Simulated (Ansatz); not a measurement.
**C2H7AlOSi: basis-set convergence**

One table from this session's results is given with a row withheld; the runs are named, their logs left out.

The runs use Ansatz 0.2.0, Gaussian basis; one geometry, several basis sets.

Plan: PBE0-D4/def2-SVP; ωB97M-V/def2-SVP; PBE0-D4/def2-QZVPP; ωB97M-V/def2-QZVPP; the functionals' def2-TZVPP values are taken from earlier runs.

## Structure used throughout

All runs share one geometry, relaxed beforehand with PBE0-D4 in a triple-zeta def2 set.

SMILES `[CH2]1OC[SiH2][AlH]1`, 12 atoms, charge 0, spin multiplicity 1.

Atoms are counted from 1 here; the program's logs count them from 0.

Bond lengths: C1–O2 1.432 Å, C1–Al5 1.992 Å, C1–H6 1.094 Å, C1–H7 1.102 Å, O2–C3 1.420 Å, C3–Si4 1.927 Å, C3–H8 1.101 Å, C3–H9 1.092 Å, Si4–Al5 2.423 Å, Si4–H10 1.492 Å, Si4–H11 1.490 Å, Al5–H12 1.587 Å. Angles: O2–C1–Al5 105.0°, O2–C1–H6 105.9°, O2–C1–H7 110.2°, Al5–C1–H6 114.1°, Al5–C1–H7 114.9°, H6–C1–H7 106.4°, C1–O2–C3 113.5°, O2–C3–Si4 109.6°, O2–C3–H8 110.7°, O2–C3–H9 106.2°, Si4–C3–H8 110.9°, Si4–C3–H9 112.1°, H8–C3–H9 107.3°, C3–Si4–Al5 87.5°, C3–Si4–H10 112.1°, C3–Si4–H11 109.6°, Al5–Si4–H10 118.9°, Al5–Si4–H11 118.9° and more.

Set-up of the first run:

Input file in.yaml:

```yaml
crystal:
  periodic: [false, false, false]
  atoms:
    - {symbol: C, position_ang: [-0.914463, 1.003780, 0.794453]}
    - {symbol: O, position_ang: [-0.904480, -0.415584, 0.980476]}
    - {symbol: C, position_ang: [0.364989, -1.008365, 0.747773]}
    - {symbol: Si, position_ang: [0.831335, -0.828868, -1.113521]}
    - {symbol: Al, position_ang: [-0.363938, 1.278883, -1.100068]}
    - {symbol: H, position_ang: [-1.935974, 1.327872, 1.013693]}
    - {symbol: H, position_ang: [-0.266561, 1.490334, 1.542066]}
    - {symbol: H, position_ang: [1.131955, -0.549221, 1.390276]}
    - {symbol: H, position_ang: [0.272087, -2.054047, 1.048309]}
    - {symbol: H, position_ang: [2.308052, -0.817729, -1.323159]}
    - {symbol: H, position_ang: [0.265111, -1.972816, -1.882242]}
    - {symbol: H, position_ang: [-0.711314, 2.490662, -2.064155]}
basis:
  gaussian: {orbitals: def2-SVP}
hamiltonian: {xc: pbe0, dispersion: d4}
output: {orbitals: {seedname: orbitals}}
```

Among the steps run: PBE0-D4 in def2-SVP; ωB97M-V in def2-SVP; PBE0-D4 in def2-QZVPP; ωB97M-V in def2-QZVPP.

One table of the session follows, with a row left open; its other results are not shown here.

It belongs to the step «Functionals by basis». 

```
functional       basis  HOMO (eV)  LUMO (eV)
   PBE0-D4    def2-SVP      -6.18      -1.83
   PBE0-D4  def2-TZVPP      -6.23      -1.84
   PBE0-D4  def2-QZVPP      -6.25      -1.86
   ωB97M-V    def2-SVP      -8.28      -0.15
   ωB97M-V  def2-TZVPP          ?          ?
   ωB97M-V  def2-QZVPP      -8.36      -0.33
```

Estimate the missing values for ωB97M-V, def2-TZVPP.

The run gave: HOMO (eV): -8.34; LUMO (eV): -0.22. In the column «HOMO (eV)» it lies between ωB97M-V, def2-QZVPP (-8.36) and ωB97M-V, def2-SVP (-8.28).
